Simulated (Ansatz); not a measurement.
Run this with Ansatz 0.2.0, Python API and show what comes out.

`fh5ssi2.xyz`
```text
9

F    -2.06000    0.36880   -0.34420
Si   -0.54900    0.77590   -0.33390
Si    0.55930   -0.60520    1.10940
S     0.25980    0.57860   -2.34610
H    -0.39330    2.19570    0.05000
H     2.04260   -0.25410    1.15940
H     0.09410   -0.48130    2.51610
H     0.50930   -2.01660    0.70440
H    -0.37430   -0.60830   -2.53220
```

Script `fh5ssi2_scan.py`:
```python
# -*- coding: utf-8 -*-
'''Stretching a bond of FH5SSi2, the rest held rigid.'''

from dataclasses import dataclass
import warnings

import ansatz as az
import numpy as np


@dataclass(frozen=True)
class Settings:
    basis: str = 'def2-SVP'
    level: str = 'MP2'


cfg = Settings()

warnings.simplefilter('ignore', az.DeckWarning)

molecule = az.Crystal.molecule_from_extxyz('fh5ssi2.xyz')

symbols = [site.symbol for site in molecule.cartesian_sites]
start = np.array([site.position_ang for site in molecule.cartesian_sites])
axis = (start[2] - start[1]) / np.linalg.norm(start[2] - start[1])
moving = [2, 5, 6, 7]
lengths, energies = [1.94, 2.1, 2.28, 2.51, 2.86, 3.43, 4.11, 5.03], []
for length in lengths:
    xyz = start.copy()
    xyz[moving] += (length - np.linalg.norm(start[2] - start[1])) * axis
    point = az.Crystal.molecule()
    for symbol, place in zip(symbols, xyz):
        point = point.atom(symbol, place.tolist())
    job = (
        point.calculation()
        .basis(gaussian=cfg.basis)  # atom-centred Gaussian functions
        .correlation(cfg.level)
    )
    data = job.run(threads=1, backend='cpu').report
    energies.append(data['free_energy_ev'])
    print(f'r = {length:6.3f} A  E = {energies[-1]:.5f} eV  <S^2> = {abs(data["mean_field"]["state"]["spin_squared"]):.3f}')

print('energy above the lowest point (eV):', [round(e - min(energies), 3) for e in energies])
```

Output of `python fh5ssi2_scan.py`:
```text
r =  1.940 A  E = -29330.76292 eV  <S^2> = 0.000
r =  2.100 A  E = -29331.88340 eV  <S^2> = 0.000
r =  2.280 A  E = -29332.32570 eV  <S^2> = 0.000
r =  2.510 A  E = -29332.22195 eV  <S^2> = 0.000
r =  2.860 A  E = -29331.48851 eV  <S^2> = 0.000
r =  3.430 A  E = -29330.13853 eV  <S^2> = 0.000
r =  4.110 A  E = -29328.95957 eV  <S^2> = 0.000
r =  5.030 A  E = -29328.24441 eV  <S^2> = 0.000
energy above the lowest point (eV): [1.563, 0.442, 0.0, 0.104, 0.837, 2.187, 3.366, 4.081]
```

Total energies depend on the basis set; only differences at equal settings carry meaning. The rest of the molecule is held rigid at a force-field or estimated start geometry, and the basis set is modest; single-reference methods fail as a bond breaks. The orbitals are restricted, so S² is zero by construction. Toward dissociation an unrestricted state can lie under the restricted one, by tenths of an eV for polar bonds under a functional and by 1 to 2 eV or more for others. S² is that of the Hartree-Fock reference. Finished in 14 s on 1 thread of Arm Neoverse V1, with other jobs on the host, peak memory 0.26 GiB.
